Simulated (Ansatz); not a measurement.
# Ta3N (P-3m1) in Ansatz: settings compared

The runs below take Ta3N through relaxation of cell and atoms, with PBEsol, PBEsol+U.

Everything below comes from runs of Ansatz 0.2.0. Logs are shortened: lines on timing, memory, paths and dates and some standing lists are left out, and cuts for length are marked.

## (1) The structure

Symmetry: P-3m1, No. 164, trigonal system. Conventional cell: a = 3.032 Å, b = 3.032 Å, c = 7.524 Å, α = 90.00°, β = 90.00°, γ = 120.00°. Ta (site symmetry 3m) is surrounded by 3 N at 2.19 Å. Around Ta (site symmetry -3m) lie 12 Ta at 3.01 to 3.03 Å. N (site symmetry -3m) is surrounded by 6 Ta at 2.19 Å.

The cell comes from a database or a generator and needn't be the stable form of this composition.

## (2) Relaxation of cell and atoms, PBEsol

input.yaml reads:

```yaml
crystal:
  lattice:
    - [3.0322239879, 0.0, 0.0]
    - [-1.516111994, 2.6259830035, 0.0]
    - [0.0, 0.0, 7.524137]
  atoms:
    - { symbol: Ta, position: [0.6666666667, 0.3333333333, 0.82607] }
    - { symbol: Ta, position: [0.3333333333, 0.6666666667, 0.17393] }
    - { symbol: Ta, position: [0.0, 0.0, 0.5] }
    - { symbol: "N", position: [0.0, 0.0, 0.0] }
hamiltonian:
  xc: pbesol
  pseudopotentials: { kind: paw }
kpoints:
  mp_grid: { grid: [10, 10, 4] }
scf:
  occupations: { method: fermi_dirac, width: 0.05 }
output:
  forces: true
  stress: true
  eigenvalues: true
relax:
  f_tol: 0.01
  max_steps: 40
  cell: { stress_tol: 0.05 }
```

Potentials or basis: Ansatz PAW.

The run is started by

```console
> ansatz run input.yaml --threads 2 --pin off --max-ram 5632MiB --backend cpu --events-out ev --progress --plain --runs-dir out
```

Log:

```text
Warning: RAYON_NUM_THREADS=2 ignored (pool sized by the plan → 2); use --threads N
Engine: ansatz 0.2.0, x86_64-unknown-linux-gnu
Pseudopotentials: kind: paw
Pseudopotential: Ta, paw, valence charge 13, recommended cutoff 420 eV (normal), Ta.paw.azcp
Pseudopotential: N, paw, valence charge 5, recommended cutoff 420 eV (normal), N.paw.azcp
Functional definition: PBEsol
  exchange = pbesol_x
  correlation = pbesol_c
Crystal: 4 atoms, lattice volume = 59.911 Å³
Basis set: ecut = 420 eV, 1189 PW (Γ), exchange–correlation on 48×48×108 points (8 copies of the dense FFT grid, shifted against one another)
Bands: 27, of which v1, the nominal top of the filled ones, is band 22 counted from 1 (21 counted from 0)
Symmetry: 12 space group operations
Space group: P-3m1 (ITA 164), of the structure as read, at distance tolerance 3.9e-5 Å
k-points: 50 of 400
Non-local potential: Ta, projectors of the file, l = 0: 3, l = 1: 2, l = 2: 2, l = 3: 1
Non-local potential: N, projectors of the file, l = 0: 2, l = 1: 2, l = 2: 1
PAW form: soft (Blöchl's): semilocal exchange-correlation on the pseudo side does not see the compensation charge
PAW frozen core: Ta, regenerated for the run's functional, and the local potential with it (the file was generated under x = pbe(κ = 0.804, μ = 0.2195149727645171), c = pbe(β = 0.06672455060314922))
PAW frozen core: N, regenerated for the run's functional, and the local potential with it (the file was generated under x = pbe(κ = 0.804, μ = 0.2195149727645171), c = pbe(β = 0.06672455060314922))
PAW one-centre angular grid: Ta, 590 points (default); XC on 64 Gauss nodes
PAW one-centre angular grid: N, 110 points (default); XC on 64 Gauss nodes
Initial density: superposition of atomic densities (neutral atoms: chi_scale 0, normalization atom), corrected by the library's trained network
Initial wavefunctions: pseudopotential atomic-orbital guess
Functional: x = pbesol(κ = 0.804, μ = 0.12345679012345678), c = pbesol(β = 0.046)
SCF iter   1: F=—  HF=-29800.143513 eV  |F-HF|=—  |Δ(HF+E_count)|=         —  Δρ=1.02e-2  dr2=1.12e-1  ethr=1.77e-3  ⟨swp⟩=5.6  Hψ=5627  notcnv=0
preconditioner: auto → Kerker (q_TF=auto, 2.591 Å⁻¹)  [metal: Δε(μ)=0.013 eV  Ē_g=6.832 eV  σ=0.050 eV  W_gap=0.06  n_scr=24 (ndim 8)  ℏωp=21.5 eV  f_vac=0.000  D(μ)=2.64/eV (n_scr^D=24)]
SCF iter   2: F=—  HF=-29800.130360 eV  |F-HF|=—  |Δ(HF+E_count)|=   1.32e-2  Δρ=4.33e-3  dr2=9.75e-3  ethr=2.55e-4  ⟨swp⟩=2.0  Hψ=1894  notcnv=0
SCF iter   3: F=—  HF=-29800.128662 eV  |F-HF|=—  |Δ(HF+E_count)|=   1.70e-3  Δρ=2.14e-3  dr2=2.45e-3  ethr=2.22e-5  ⟨swp⟩=1.0  Hψ=1350  notcnv=0
SCF iter   4: F=—  HF=-29800.127995 eV  |F-HF|=—  |Δ(HF+E_count)|=   6.67e-4  Δρ=5.36e-4  dr2=2.45e-4  ethr=5.57e-6  ⟨swp⟩=2.0  Hψ=1742  notcnv=0
SCF iter   5: F=—  HF=-29800.127948 eV  |F-HF|=—  |Δ(HF+E_count)|=   4.71e-5  Δρ=1.74e-4  dr2=1.54e-5  ethr=5.58e-7  ⟨swp⟩=2.0  Hψ=1712  notcnv=0
SCF iter   6: F=—  HF=-29800.127953 eV  |F-HF|=—  |Δ(HF+E_count)|=   5.41e-6  Δρ=3.63e-5  dr2=2.99e-6  ethr=3.49e-8  ⟨swp⟩=2.0  Hψ=1695  notcnv=0
[... 97 lines left out ...]
basis re-selected at this cell: Δ(F+E_penalty+E_count) = +2.738e-5 eV, ΔP = -0.000 GPa vs the last step (what re-selecting the basis moved, of the pressure what is left beyond the Pulay correction that the steps carried, after the strain that the cell walked since its last selection, with what the two solves' SCF thresholds leave and, on support functions, any second-order correction that the steps lacked; it is no measure of the basis error at this ecutwfc). This SCF's stress stands 3.32e-4 GPa from its target on what of the cell is left free (relax.cell.stress_tol is 5.00e-2 GPa) and its largest allowed force component is 8.84e-5 eV/Å (relax.f_tol is 1.00e-2 eV/Å): within both
SCF converged after 4 iterations
Free energy (F): -29800.179867 eV
Harris-Foulkes:  -29800.179867 eV  (|F-HF|=4.00e-11)
Internal energy: -29800.155014 eV  (E = F + TS)
E sigma→0 (E₀):  -29800.167441 eV
Entropy (-TS):   -0.024853 eV (-6.213 meV/atom)
Fermi energy:    19.357562 eV
--- Per-component energies (eV) ---
  E_band       = -278.085297
  E_kinetic    = 1232.355170
  E_local      = -1858.291174  (includes V_loc(G=0)·N_el)
  E_nonlocal   = 96.609043
  E_hartree    = 652.839844
  E_xc         = -711.942075
  E_vxc        = -689.346562  (∫ρ·V_xc dr)
  E_paw        = -24940.326060  (= ΣΔE_a)
  E_vpaw       = -365.092050  (= ΣTr[D̂ρ^β])
  E_aug_tail   = 0.000533  (compensation charges beyond the density's cutoff)
  E_ewald      = -4272.069334
  E_core_change = 0.669038  (= ΣΔE_core)
  E_smearing   = -0.024853  (= −TS)
  E_closure    = 0.000000  (closes the sum)
  Σ components = -29800.179867   (vs F -29800.179867, Δ=0.00e0)
--- Forces (eV/Å), atoms counted from 1 ---
  atom   1  Ta    -0.00000000     0.00000000     0.00008837
  atom   2  Ta     0.00000000    -0.00000000    -0.00008837
  atom   3  Ta    -0.00000000    -0.00000000     0.00000000
  atom   4  N      0.00000000     0.00000000     0.00000000
  max |Σ_I F_I| component: 2.71e-20 eV/Å
--- Stress (GPa, compression-positive) ---
       -0.000332       0.000000       0.000000
        0.000000      -0.000332       0.000000
        0.000000       0.000000      -0.000221
  P = ⅓ Tr σ = -0.0003 GPa (-0.003 kbar)
--- Band table (eV; the first three rows and the last of 50) ---
  k-point 0: bands = ["-48.7979", "-48.7648", "-48.2215", "-15.7271", "-15.3840", "-15.0037", "-15.0037", "-14.9698", "-14.9698", "-14.5542", "-14.3539", "-14.3539", "2.1418", "10.6181", "12.5549", "13.7079", "13.7079", "15.7642", "17.9765", "18.8382", "18.8382", "18.9770", "19.6475", "19.6475", "20.3576", "21.3124", "21.3124"]
  k-point 1: bands = ["-48.7972", "-48.7655", "-48.2214", "-15.7823", "-15.2902", "-15.0053", "-15.0053", "-14.9681", "-14.9681", "-14.5938", "-14.3540", "-14.3540", "2.1523", "10.4659", "12.8061", "13.7046", "13.7046", "15.7206", "17.9177", "18.6444", "18.9334", "18.9334", "19.7726", "19.7726", "20.5095", "20.9838", "20.9838"]
  k-point 2: bands = ["-48.7964", "-48.7663", "-48.2214", "-15.8232", "-15.2031", "-15.0067", "-15.0067", "-14.9666", "-14.9666", "-14.6410", "-14.3541", "-14.3541", "2.1628", "10.3367", "13.0488", "13.7016", "13.7016", "15.6499", "18.0625", "18.1709", "19.0497", "19.0497", "19.9312", "19.9312", "20.6262", "20.7101", "20.7101"]
  k-point 49: bands = ["-48.7175", "-48.7135", "-48.1621", "-15.7548", "-15.6416", "-15.5598", "-15.4653", "-15.2653", "-15.2429", "-14.8743", "-14.7693", "-14.5839", "3.0829", "11.6870", "12.1293", "12.9970", "16.5332", "16.8172", "17.0996", "17.6852", "17.7799", "18.1327", "19.4011", "20.1749", "22.3598", "22.6116", "23.6618"]
--- Relaxed structure (7 steps of the walk, 6 accepted, 2 SCFs on fresh bases) ---
  F+E_penalty+E_count = -29800.17986713 eV   max|allowed force component| = 8.837e-5 eV/Å   (the final SCF, on the basis selected at the relaxed cell)
  cell:  # Å, volume = 58.0671 Å³
    - [2.998986495115862, 2.8551076771681467e-11, -3.915303797103978e-18]
    - [-1.499493247582657, 2.5971984903625174, 3.9153037970824686e-18]
    - [-9.7154043644764e-18, 5.609191324931561e-18, 7.455042944115794]
  atoms:
    - { symbol: Ta, position: [0.6666666666666667, 0.33333333333333337, 0.8273433381813857] }
    - { symbol: Ta, position: [0.33333333333333326, 0.6666666666666667, 0.17265666181861414] }
    - { symbol: Ta, position: [-3.851859888774472e-34, 0.0, 0.49999999999999994] }
    - { symbol: N, position: [-1.6191103254571214e-34, -8.936082930644671e-35, -2.9269611423359016e-20] }
```

Run time: 43 s. Hardware: 2 threads of Intel Xeon at 2.50GHz (Skylake/Cascade Lake), shared host; peak memory 0.42 GiB.

Results:

- Free energy: -29800.1799 eV
- Relaxed volume: 14.52 Å³/atom
- Relaxed cell: a = 2.999 Å, b = 2.999 Å, c = 7.455 Å, α = 90.00°, β = 90.00°, γ = 120.00°
- Space group after relaxing (to 0.05 Å): P-3m1 (No. 164)
- Energy gained by relaxing: 13.0 meV/atom
- Ionic steps: 8
- Pressure after relaxing: 0.0 GPa
- Band gap on the k mesh: none (metal or under the smearing width)

The path:
```tsv
step	energy change (eV)	largest force (eV/Å)	volume (Å³)
1	0.0000	0.3941	59.91
2	-0.0515	0.1709	58.25
3	-0.0537	0.0477	58.04
4	-0.0540	0.0050	58.08
5	-0.0541	0.0001	58.08
6	-0.0519	0.0000	58.08
7	-0.0519	0.0001	58.07
8	-0.0519	0.0001	58.07
```

Final structure:
```
CELL_PARAMETERS angstrom
2.99899 0.00000 0.00000
-1.49949 2.59720 0.00000
0.00000 0.00000 7.45504
ATOMIC_POSITIONS crystal
Ta 0.66667 0.33333 0.82734
Ta 0.33333 0.66667 0.17266
Ta 0.00000 0.00000 0.50000
N 0.00000 0.00000 0.00000
```

Levels at points of the mesh, in eV from the Fermi level:
| k point | band 19 | band 20 | band 21 | band 22 | band 23 | band 24 | band 25 | band 26 |
| --- | --- | --- | --- | --- | --- | --- | --- | --- |
| (0.00, 0.00, 0.00) | -1.38 | -0.52 | -0.52 | -0.38 | 0.29 | 0.29 | 1.00 | 1.95 |
| (0.00, 0.00, -0.50) | -1.30 | -1.19 | -0.31 | -0.31 | 0.57 | 0.57 | 1.27 | 1.35 |
| (0.00, -0.50, 0.00) | -3.19 | -1.14 | -0.55 | 0.25 | 0.74 | 0.98 | 3.62 | 4.17 |
| (0.00, -0.50, -0.50) | -2.99 | -1.28 | -1.26 | 0.22 | 1.00 | 1.32 | 2.53 | 4.53 |

Caveat: the plane-wave basis is chosen anew once the cell has moved, so the energies of steps on either side of that aren't comparable; the PAW data sets come from PBE, with cores solved anew for the run's functional, which leaves a small shift of forces and pressure.

(Part 1 of 2 ends here.)
